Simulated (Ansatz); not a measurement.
# BiTe: the cost of one run

Program: Ansatz 0.2.0. Level of theory: DFT PBE, scalar-relativistic, plane waves, PAW. These are calculated values, not measurements.

### Step 1. The system as given

The structure is trigonal, space group R-3m (No. 166). The conventional cell has a = 4.845 Å, b = 4.845 Å, c = 9.952 Å, α = 90.00°, β = 90.00°, γ = 120.00°. Bi (site symmetry -3m) has 6 Te at 3.25 Å in its first shell of neighbours. Around Te (site symmetry -3m) lie 6 Bi at 3.25 Å.

Structure file:

```cif
data_structure
_symmetry_space_group_name_H-M 'R-3m:H'
_symmetry_Int_Tables_number 166
_cell_length_a 4.8454
_cell_length_b 4.8454
_cell_length_c 9.9519
_cell_angle_alpha 90.000
_cell_angle_beta 90.000
_cell_angle_gamma 120.000
_cell_volume 202.35
loop_
_atom_site_label
_atom_site_type_symbol
_atom_site_symmetry_multiplicity
_atom_site_Wyckoff_symbol
_atom_site_fract_x
_atom_site_fract_y
_atom_site_fract_z
_atom_site_occupancy
Bi1 Bi 3 b 0.33333 0.66667 0.16667 1
Te1 Te 3 a 0.00000 0.00000 0.00000 1
```

It goes back to an entry of the Materials Project, which need not be the stable form.

The cell is taken as given, not relaxed at this level.

### Step 2. The reference cell

Reference values: F = -19376.6655 eV; pressure -0.03 GPa; largest force 0.000 eV/Å; gap on the mesh none (metal). It was computed beforehand with the settings of the runs below.

### Step 3. The scan: one atom moved over a plane

Atom 2 (Te) is moved by p along (0.707, 0.707, 0.000) and q along (0.000, 0.000, 1.000) (Å), all else fixed; its images in the other cells move with it. Points alike by symmetry are run once.

### Step 4. At p = -0.300, q = -0.300

Input file input.yaml:

```yaml
crystal:
  lattice:
    - [2.4227077728, 1.3987509848, 3.3172919545]
    - [-2.4227077728, 1.3987509848, 3.3172919545]
    - [0.0, -2.7975019696, 3.3172919545]
  atoms:
    - { symbol: Bi, position: [0.5, 0.5, 0.5] }
    - { symbol: Te, position: [-0.0992013813, -0.0116414879, 0.0204076575] }
basis:
  ecutwfc: 420
kpoints:
  mp_grid: { grid: [12, 12, 12] }
hamiltonian:
  xc: pbe
scf:
  occupations: { method: gaussian, width: 0.15 }
output:
  forces: true
  stress: true
  eigenvalues: true
```

The run is started by

```bash
$ ansatz run input.yaml --threads 1 --pin off --max-ram 2560MiB --backend cpu --events-out ev --progress --plain --runs-dir out
```

**Question.** How long does this run take on 1 thread of Arm Neoverse V1, shared host, and how much memory does it need?

About 2 min, with a peak of 1.2 GiB.
